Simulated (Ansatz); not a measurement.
# CHClNSn radical: one molecule under many settings

Aim: run CHClNSn radical under a spread of inputs, and see what each costs and gives.

The runs use Ansatz 0.2.0, Gaussian basis; the settings change from run to run.

1 further run of the same task is left out (for a known fault of the program).

### Step 1. The molecule

The structure was relaxed beforehand with PBE0-D4 in a triple-zeta def2 set. Sn takes a core potential in def2 sets; no spin-orbit term is included.

SMILES `N#[C][SnH][Cl]`, 5 atoms, charge 0, spin multiplicity 2.

Atoms are counted from 1 here; the program's logs count them from 0.

Bond lengths: N1–C2 1.154 Å, C2–Sn3 2.122 Å, Sn3–Cl4 2.323 Å, Sn3–H5 1.721 Å. Angles: N1–C2–Sn3 174.9°, C2–Sn3–Cl4 104.1°, C2–Sn3–H5 107.2°, Cl4–Sn3–H5 108.2°.

Coordinates:

```xyz
5
CHClNSn
N     1.3064   -1.4717    1.4945
C     0.8119   -0.7904    0.7054
Sn    0.0518    0.4301   -0.8547
Cl   -2.1417   -0.2887   -1.1190
H     0.0216    2.0472   -0.2674
```

### Step 2. BLYP/def2-SVPD

Options: restricted open-shell orbitals, a grid of angular degree 23, D3(BJ) dispersion, relativity set to none.

in.yaml

```yaml
crystal:
  periodic: [false, false, false]
  atoms:
    - {symbol: N, position_ang: [1.306394, -1.471699, 1.494450]}
    - {symbol: C, position_ang: [0.811918, -0.790430, 0.705367]}
    - {symbol: Sn, position_ang: [0.051767, 0.430125, -0.854709]}
    - {symbol: Cl, position_ang: [-2.141684, -0.288663, -1.119030]}
    - {symbol: H, position_ang: [0.021605, 2.047166, -0.267379]}
basis:
  gaussian: {orbitals: def2-SVPD, final_grid: {core_spheres: 8, valence_spheres: 7, degree: 23}}
magnetization: {spin_polarized: false, initial_magnetization: 1}
hamiltonian: {xc: {name: BLYP}, dispersion: d3bj, pseudopotentials: {relativity: none}}
output: {forces: true}
```

Run with:

```
> ansatz run in.yaml --threads 4 --pin off --events-out ev --progress --plain --max-ram 10444MiB
```

The program printed:

```text
Functional definition: BLYP
  name "BLYP"
  cite "Becke, Phys. Rev. A 38, 3098 (1988) doi:10.1103/PhysRevA.38.3098"
  cite "Lee, Yang & Parr, Phys. Rev. B 37, 785 (1988) doi:10.1103/PhysRevB.37.785"
  parameter beta = 0.0042
  parameter a = 0.04918
  parameter b = 0.132
  parameter c = 0.2533
  parameter d = 0.349
  exchange = b88_x(beta = beta)
  correlation = lyp_c(a = a, b = b, c = c, d = d)
1037 factors; their error is unknown
mean field evaluation 1: about -20882.1570 eV, gradient 5.0e1 eV
mean field evaluation 2: about -20770.7878 eV, gradient 1.6e2 eV
mean field evaluation 4: about -20888.0174 eV, gradient 2.0e1 eV
mean field evaluation 8: about -20889.0920 eV, gradient 2.0e-1 eV
mean field evaluation 16: about -20889.0613 eV, gradient 7.4e-4 eV
mean field evaluation 32: about -20866.2901 eV, gradient 2.9e1 eV
mean field -20889.06133361 eV, -767.6588448959 hartree, gradient 3.8e-5 eV, S^2 0.750000; 2 other end points of the search recorded, 0 dependent functions left out
the calculation of the forces begins
reference -20889.06167592 eV, -767.6588574756 hartree; 27, 26 occupied and 80, 81 virtual orbitals, 1037 factors
Total energy: -20889.35455586 eV, -767.6696206147 hartree
Atom 0 at     1.306394    -1.471699     1.494450 Å, force     1.078120    -1.467814     1.678793 eV/Å
Atom 1 at     0.811918    -0.790430     0.705367 Å, force    -0.857481     1.110840    -1.171780 eV/Å
Atom 2 at     0.051767     0.430125    -0.854709 Å, force     1.016613     0.342164    -0.551207 eV/Å
Atom 3 at    -2.141684    -0.288663    -1.119030 Å, force    -1.210849    -0.379726    -0.131877 eV/Å
Atom 4 at     0.021605     2.047166    -0.267379 Å, force    -0.026403     0.394536     0.176071 eV/Å
Dipole moment:     0.065003     0.576921    -0.551460 e Å
```

Run time: 1.4 s. Hardware: 4 threads of Arm Neoverse V2, shared host.

Largest force 2.477 eV/Å, dipole 3.85 D.

### Step 3. revPBE/def2-TZVP

Set apart from the defaults: atoms shaken by 0.08 Å, D4 dispersion, relativity set to scalar, high accuracy.

in.yaml

```yaml
crystal:
  periodic: [false, false, false]
  atoms:
    - {symbol: N, position_ang: [1.166884, -1.480309, 1.518825]}
    - {symbol: C, position_ang: [0.857060, -0.750784, 0.691157]}
    - {symbol: Sn, position_ang: [0.076369, 0.401030, -0.838185]}
    - {symbol: Cl, position_ang: [-2.047977, -0.238579, -1.095778]}
    - {symbol: H, position_ang: [-0.022482, 2.203094, -0.098596]}
basis:
  gaussian: {orbitals: def2-TZVP}
magnetization: {spin_polarized: true, initial_magnetization: 1}
hamiltonian: {xc: {name: revPBE}, dispersion: d4, pseudopotentials: {relativity: scalar}}
accuracy: high
```

Launched as before.

The program printed:

```text
Functional definition: revPBE
  name "revPBE"
  cite "Zhang & Yang, Phys. Rev. Lett. 80, 890 (1998) doi:10.1103/PhysRevLett.80.890"
  cite "Perdew, Burke & Ernzerhof, Phys. Rev. Lett. 77, 3865 (1996) doi:10.1103/PhysRevLett.77.3865"
  parameter kappa = 1.245
  parameter beta = 0.06672455060314922
  exchange = pbe_x(kappa = kappa, mu = beta*pi^2/3)
  correlation = pbe_c(beta = beta)
2658 factors; integrals over basis functions are off by at most 1.0e-8 eV
mean field evaluation 1: about -20923.2693 eV, gradient 4.1e1 eV
mean field evaluation 2: about -20783.4728 eV, gradient 1.4e2 eV
mean field evaluation 4: about -20928.3640 eV, gradient 2.8e1 eV
mean field evaluation 8: about -20931.6281 eV, gradient 2.2e-1 eV
mean field evaluation 16: about -20931.6249 eV, gradient 4.8e-4 eV
mean field -20931.62485411 eV, -769.2230254235 hartree, gradient 4.0e-8 eV, S^2 0.753167; 0 other end points of the search recorded, 0 dependent functions left out
reference -20931.62485886 eV, -769.2230255980 hartree; 27, 26 occupied and 128, 129 virtual orbitals, 2658 factors
Total energy: -20931.95495079 eV, -769.2351562530 hartree
Relativity: scalar
```

Wall time 5 s (4 threads of Arm Neoverse V2, shared host); peak memory 0.58 GiB.

⟨S²⟩ 0.753.

### Step 4. wB97/ANO-RCC-VTZP

Options: a grid of angular degree 11.

in.yaml

```yaml
crystal:
  periodic: [false, false, false]
  atoms:
    - {symbol: N, position_ang: [1.306394, -1.471699, 1.494450]}
    - {symbol: C, position_ang: [0.811918, -0.790430, 0.705367]}
    - {symbol: Sn, position_ang: [0.051767, 0.430125, -0.854709]}
    - {symbol: Cl, position_ang: [-2.141684, -0.288663, -1.119030]}
    - {symbol: H, position_ang: [0.021605, 2.047166, -0.267379]}
basis:
  gaussian: {orbitals: ANO-RCC-VTZP, final_grid: {core_spheres: 5, valence_spheres: 4, degree: 11}}
magnetization: {spin_polarized: true, initial_magnetization: 1}
hamiltonian: {xc: {name: wB97}}
output: {forces: true}
```

Launched as before.

The program printed, cut to the lines that bear on the results:

```text
Functional definition: wB97
  name "wB97"
  cite "Chai & Head-Gordon, J. Chem. Phys. 128, 084106 (2008) doi:10.1063/1.2834918"
  cite "Becke, J. Chem. Phys. 107, 8554 (1997) doi:10.1063/1.475007"
[...]
  # The coefficients of nought are those of the uniform gas.
[...]
      + integral(e_c_pw_opposite_spin*poly(b97_u_opposite, 1, cos1, cos2, cos3, cos4))
1458 factors; their error is unknown
358 factors; integrals over basis functions are off by at most 9.4e-5 eV
[...]
mean field -183193.92129690 eV, -6732.2524343614 hartree, gradient 7.4e-5 eV, S^2 0.755187; 0 other end points of the search recorded, 0 dependent functions left out
[...]
reference -183193.92127661 eV, -6732.2524336156 hartree; 41, 40 occupied and 135, 136 virtual orbitals, 1458 factors
Total energy: -183193.92127661 eV, -6732.2524336156 hartree
Relativity: scalar
Atom 0 at     1.306394    -1.471699     1.494450 Å, force    -0.105880     0.072473    -0.094996 eV/Å
Atom 1 at     0.811918    -0.790430     0.705367 Å, force     0.119808    -0.067525     0.063086 eV/Å
Atom 2 at     0.051767     0.430125    -0.854709 Å, force    -0.129935     0.079972     0.088538 eV/Å
Atom 3 at    -2.141684    -0.288663    -1.119030 Å, force     0.109993     0.026054     0.008243 eV/Å
Atom 4 at     0.021605     2.047166    -0.267379 Å, force     0.006014    -0.110973    -0.064871 eV/Å
Dipole moment:     0.091827     0.616863    -0.561644 e Å
```

Run time: 7.5 s. Hardware: 4 threads of Arm Neoverse V2, shared host; peak memory 0.54 GiB.

Largest force 0.176 eV/Å, dipole 4.03 D, ⟨S²⟩ 0.755.

### Step 5. r2SCANh/def2-TZVPD

Options: relativity set to none.

Changes to in.yaml since step 4:

```diff
@@ -9,5 +9,4 @@
 basis:
-  gaussian: {orbitals: ANO-RCC-VTZP, final_grid: {core_spheres: 5, valence_spheres: 4, degree: 11}}
+  gaussian: {orbitals: def2-TZVPD}
 magnetization: {spin_polarized: true, initial_magnetization: 1}
-hamiltonian: {xc: {name: wB97}}
-output: {forces: true}
+hamiltonian: {xc: {name: r2SCANh}, pseudopotentials: {relativity: none}}
```

Launched as before.

The program printed, cut to the lines that bear on the results:

```text
Functional definition: r2SCANh
  name "r2SCANh"
  cite "Bursch, Neugebauer, Ehlert & Grimme, J. Chem. Phys. 156, 134105 (2022) doi:10.1063/5.0086040"
  cite "Furness, Kaplan, Ning, Perdew & Sun, J. Phys. Chem. Lett. 11, 8208 (2020) doi:10.1021/acs.jpclett.0c02405"
  cite "Furness, Kaplan, Ning, Perdew & Sun, J. Phys. Chem. Lett. 11, 9248 (2020) doi:10.1021/acs.jpclett.0c03077"
  parent r2scan
[...]
1093 factors; their error is unknown
[...]
mean field -20897.80978186 eV, -767.9803444391 hartree, gradient 4.8e-5 eV, S^2 0.755138; 0 other end points of the search recorded, 0 dependent functions left out
reference -20897.80980547 eV, -767.9803453069 hartree; 27, 26 occupied and 158, 159 virtual orbitals, 1093 factors
Total energy: -20897.80980547 eV, -767.9803453069 hartree
```

Wall time 6 s (4 threads of Arm Neoverse V2, shared host); peak memory 0.59 GiB.

⟨S²⟩ 0.755.

### Step 6. B3LYP/STO-3G

Options: charge +1, multiplicity 1, D3(BJ) dispersion.

Changes to in.yaml since step 5:

```diff
@@ -9,4 +9,4 @@
 basis:
-  gaussian: {orbitals: def2-TZVPD}
-magnetization: {spin_polarized: true, initial_magnetization: 1}
-hamiltonian: {xc: {name: r2SCANh}, pseudopotentials: {relativity: none}}
+  gaussian: {orbitals: STO-3G}
+total_charge: 1
+hamiltonian: {xc: {name: B3LYP}, dispersion: d3bj}
```

Same command.

The program printed, cut to the lines that bear on the results:

```text
Functional definition: B3LYP
  name "B3LYP"
  cite "Stephens, Devlin, Chabalowski & Frisch, J. Phys. Chem. 98, 11623 (1994) doi:10.1021/j100096a001"
  cite "Becke, Phys. Rev. A 38, 3098 (1988) doi:10.1103/PhysRevA.38.3098"
  cite "Lee, Yang & Parr, Phys. Rev. B 37, 785 (1988) doi:10.1103/PhysRevB.37.785"
  cite "Vosko, Wilk & Nusair, Can. J. Phys. 58, 1200 (1980) doi:10.1139/p80-159"
[...]
605 factors; integrals over basis functions are off by at most 2.9e-5 eV
[...]
mean field -177214.40388394 eV, -6512.5092224976 hartree, gradient 2.8e-5 eV, S^2 0.000000; 0 other end points of the search recorded, 0 dependent functions left out
reference -177214.40404996 eV, -6512.5092285987 hartree; 40, 40 occupied and 7, 7 virtual orbitals, 605 factors
Total energy: -177214.65108600 eV, -6512.5183070059 hartree
```

Wall time 0.4 s (4 threads of Arm Neoverse V2, shared host).

### Step 7. RPA/def2-TZVPP

Options: restricted open-shell orbitals, atoms shaken by 0.03 Å, finite nuclei.

in.yaml

```yaml
crystal:
  periodic: [false, false, false]
  atoms:
    - {symbol: N, position_ang: [1.255408, -1.511822, 1.476555]}
    - {symbol: C, position_ang: [0.876055, -0.742431, 0.718326]}
    - {symbol: Sn, position_ang: [0.052216, 0.427651, -0.884176]}
    - {symbol: Cl, position_ang: [-2.188428, -0.236721, -1.160150]}
    - {symbol: H, position_ang: [0.036603, 2.055708, -0.246378]}
basis:
  gaussian: {orbitals: def2-TZVPP, nuclear_model: gaussian}
magnetization: {spin_polarized: false, initial_magnetization: 1}
hamiltonian: {xc: {name: HF}}
correlation: {method: rpa}
```

The command is unchanged.

The program printed:

```text
Functional definition: HF
  name "HF"
  cite "Fock, Z. Phys. 61, 126 (1930) doi:10.1007/BF01340294"
  parent pbe
  exchange = exact_x
  correlation = 0
1194 factors; integrals over basis functions are off by at most 7.8e-4 eV
mean field evaluation 1: about -20835.0722 eV, gradient 3.4e1 eV
mean field evaluation 2: about -20835.0842 eV, gradient 3.4e1 eV
mean field evaluation 4: about -20838.6803 eV, gradient 4.4e0 eV
mean field evaluation 8: about -20838.7924 eV, gradient 3.8e-1 eV
mean field -20838.79358190 eV, -765.8115390931 hartree, gradient 3.0e-6 eV, S^2 0.750000; 0 other end points of the search recorded, 0 dependent functions left out
mean field evaluation 16: about -20835.0555 eV, gradient 2.5e1 eV
mean field evaluation 32: about -20838.8535 eV, gradient 9.9e-2 eV
11 core orbitals not correlated: weight in the atoms' cores, before any rotation towards them, 1.000 or more for the frozen orbitals, at most 0.000 for the correlated occupied ones
reference -20838.79358190 eV, -765.8115390931 hartree; 16, 15 occupied and 141, 142 virtual orbitals, 1194 factors
Total energy: -20863.10395677 eV, -766.7049288917 hartree
```

It took 4.2 s on 4 threads of Arm Neoverse V2, shared host; peak memory 0.41 GiB.

### Step 8. B97M-V/ANO-RCC-VTZP

Options: restricted open-shell orbitals, high accuracy.

in.yaml

```yaml
crystal:
  periodic: [false, false, false]
  atoms:
    - {symbol: N, position_ang: [1.306394, -1.471699, 1.494450]}
    - {symbol: C, position_ang: [0.811918, -0.790430, 0.705367]}
    - {symbol: Sn, position_ang: [0.051767, 0.430125, -0.854709]}
    - {symbol: Cl, position_ang: [-2.141684, -0.288663, -1.119030]}
    - {symbol: H, position_ang: [0.021605, 2.047166, -0.267379]}
basis:
  gaussian: {orbitals: ANO-RCC-VTZP}
magnetization: {spin_polarized: false, initial_magnetization: 1}
hamiltonian: {xc: {name: B97M-V}}
accuracy: high
output: {forces: true}
```

Launched as before.

The program printed, cut to the lines that bear on the results:

```text
Functional definition: B97M-V
  name "B97M-V"
  cite "Mardirossian & Head-Gordon, J. Chem. Phys. 142, 074111 (2015) doi:10.1063/1.4907719"
  cite "Becke, J. Chem. Phys. 107, 8554 (1997) doi:10.1063/1.475007"
  cite "Vydrov & Van Voorhis, J. Chem. Phys. 133, 244103 (2010) doi:10.1063/1.3521275"
  # Of w^i u^j: cxij and so on, Table III.
[...]
  gx(w, u) = cx00 + cx01*u + cx02*u^2 + (cx10 + cx11*u)*w
  gss(w, u) = css00 + css02*u^2 + css10*w + (css32*w^3 + css42*w^4)*u^2
  gos(w, u) = cos00 + cos01*u + cos03*u^3 + cos10*w + cos32*w^3*u^2
[...]
      + integral(e_c_pw_mod_opposite_spin*gos(b97_w_opposite, b97_u_opposite)) + vv10(b, c)
3134 factors; integrals over basis functions are off by at most 4.9e-9 eV
[...]
mean field -183144.31681575 eV, -6730.4295033023 hartree, gradient 4.7e-8 eV, S^2 0.750000; 2 other end points of the search recorded, 0 dependent functions left out
[...]
reference -183144.31682724 eV, -6730.4295037244 hartree; 41, 40 occupied and 135, 136 virtual orbitals, 3134 factors
Total energy: -183144.31682724 eV, -6730.4295037244 hartree
Relativity: scalar
Atom 0 at     1.306394    -1.471699     1.494450 Å, force     0.068054    -0.090912     0.093307 eV/Å
Atom 1 at     0.811918    -0.790430     0.705367 Å, force    -0.008647    -0.006059     0.052635 eV/Å
Atom 2 at     0.051767     0.430125    -0.854709 Å, force     0.142487    -0.032054    -0.210788 eV/Å
Atom 3 at    -2.141684    -0.288663    -1.119030 Å, force    -0.186614    -0.052289    -0.014612 eV/Å
Atom 4 at     0.021605     2.047166    -0.267379 Å, force    -0.015279     0.181313     0.079459 eV/Å
Dipole moment:     0.076939     0.552836    -0.553076 e Å
```

Wall time 2.5 min (4 threads of Arm Neoverse V2, shared host); peak memory 1.7 GiB.

Largest force 0.256 eV/Å, dipole 3.77 D.

### Step 9. The runs in one table

```
              level  charge  multiplicity  geometry  functions  energy (eV)     time
     BLYP/def2-SVPD       0             2   relaxed        107   -20889.355    1.4 s
   revPBE/def2-TZVP       0             2    shaken        155   -20931.955      5 s
  wB97/ANO-RCC-VTZP       0             2   relaxed        176  -183193.921    7.5 s
 r2SCANh/def2-TZVPD       0             2   relaxed        185   -20897.810      6 s
       B3LYP/STO-3G       1             1   relaxed         47  -177214.651    0.4 s
     RPA/def2-TZVPP       0             2    shaken        168   -20863.104    4.2 s
B97M-V/ANO-RCC-VTZP       0             2   relaxed        176  -183144.317  2.5 min
```

### Step 10. What came out

| quantity | value |
| --- | --- |
| runs | 7 |
| quickest | B3LYP/STO-3G, 0.4 s |
| slowest | B97M-V/ANO-RCC-VTZP, 2.5 min |
| spread of total energies, same state and geometry | 162304.6 eV |
| dipole, same state and geometry | 3.77 to 4.03 D |

In words: Run time spans a factor of 374, from B3LYP/STO-3G to B97M-V/ANO-RCC-VTZP. The jobs differ in tasks and options as well as level. Total energies at one charge and spin differ by 162305 eV between levels, so only differences within one level mean anything. Some of these runs are scalar-relativistic and others not, which shifts the totals of all-electron atoms past neon by eV; core potentials, where a basis has them, take the core out of the total altogether. At the PBE0-D4/def2-TZVP geometry and in the same state, runs without warnings or point charges leave forces up to 2.48 eV/Å (BLYP/def2-SVPD). At that geometry and state the dipole changes by 7 % between the lowest and highest value.
